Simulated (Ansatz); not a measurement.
# C2H5NSi: basis-set convergence

One table from this session's results is given with a row withheld; the runs are named, their logs left out.

Program: Ansatz 0.2.0, Gaussian basis. Level of theory: one geometry, several basis sets. These are calculated values, not measurements.

The runs, in order: PBE0-D4/def2-SVP; ωB97M-V/def2-SVP; PBE0-D4/def2-QZVPP; ωB97M-V/def2-QZVPP; the functionals' def2-TZVPP values are taken from earlier runs.

### The geometry

An earlier PBE0-D4 in a triple-zeta def2 set relaxation fixed the geometry.

SMILES `N#CC[SiH3]`, 9 atoms, charge 0, spin multiplicity 1.

Atoms are counted from 1 here; the program's logs count them from 0.

Bond lengths: N1–C2 1.151 Å, C2–C3 1.444 Å, C3–Si4 1.901 Å, C3–H5 1.094 Å, C3–H6 1.094 Å, Si4–H7 1.485 Å, Si4–H8 1.482 Å, Si4–H9 1.482 Å. Angles: N1–C2–C3 177.9°, C2–C3–Si4 111.7°, C2–C3–H5 109.6°, C2–C3–H6 109.6°, Si4–C3–H5 109.2°, Si4–C3–H6 109.2°, H5–C3–H6 107.5°, C3–Si4–H7 107.6°, C3–Si4–H8 109.3°, C3–Si4–H9 109.3°, H7–Si4–H8 110.1°, H7–Si4–H9 110.1°, H8–Si4–H9 110.4°.

As a file:

```xyz
9

N     2.6893   -0.4161   -0.1448
C     1.6511    0.0620   -0.2773
C     0.3279    0.6222   -0.4173
Si   -0.9889   -0.4674    0.4141
H     0.0863    0.7308   -1.4785
H     0.3031    1.6199    0.0301
H    -2.3055    0.1895    0.2158
H    -0.9868   -1.8068   -0.2200
H    -0.6881   -0.5801    1.8608
```

The first run:

Contents of in.yaml:

```yaml
crystal:
  periodic: [false, false, false]
  atoms:
    - {symbol: N, position_ang: [2.689338, -0.416070, -0.144813]}
    - {symbol: C, position_ang: [1.651051, 0.061984, -0.277310]}
    - {symbol: C, position_ang: [0.327894, 0.622170, -0.417314]}
    - {symbol: Si, position_ang: [-0.988878, -0.467437, 0.414101]}
    - {symbol: H, position_ang: [0.086328, 0.730778, -1.478460]}
    - {symbol: H, position_ang: [0.303102, 1.619858, 0.030104]}
    - {symbol: H, position_ang: [-2.305470, 0.189493, 0.215803]}
    - {symbol: H, position_ang: [-0.986778, -1.806847, -0.220019]}
    - {symbol: H, position_ang: [-0.688088, -0.580127, 1.860808]}
basis:
  gaussian: {orbitals: def2-SVP}
hamiltonian: {xc: pbe0, dispersion: d4}
output: {orbitals: {seedname: orbitals}}
```

Command:

```sh
$ ansatz run in.yaml --threads 2 --pin off --events-out ev --progress --plain --max-ram 4352MiB
```

Steps of the session up to this table: PBE0-D4 in def2-SVP; ωB97M-V in def2-SVP; PBE0-D4 in def2-QZVPP; ωB97M-V in def2-QZVPP.

One of the session's tables, all rows but one given; the rest of the session is left out.

```
functional       basis  HOMO (eV)  LUMO (eV)
   PBE0-D4    def2-SVP      -8.90       0.50
   PBE0-D4  def2-TZVPP          ?          ?
   PBE0-D4  def2-QZVPP      -8.96      -0.20
   ωB97M-V    def2-SVP     -11.11       2.34
   ωB97M-V  def2-TZVPP     -11.19       1.53
   ωB97M-V  def2-QZVPP     -11.20       1.10
```

**Question.** Estimate the row for PBE0-D4, def2-TZVPP.

**Answer.** HOMO (eV): -8.95; LUMO (eV): -0.01. In the column «HOMO (eV)» it lies between PBE0-D4, def2-QZVPP (-8.96) and PBE0-D4, def2-SVP (-8.90).
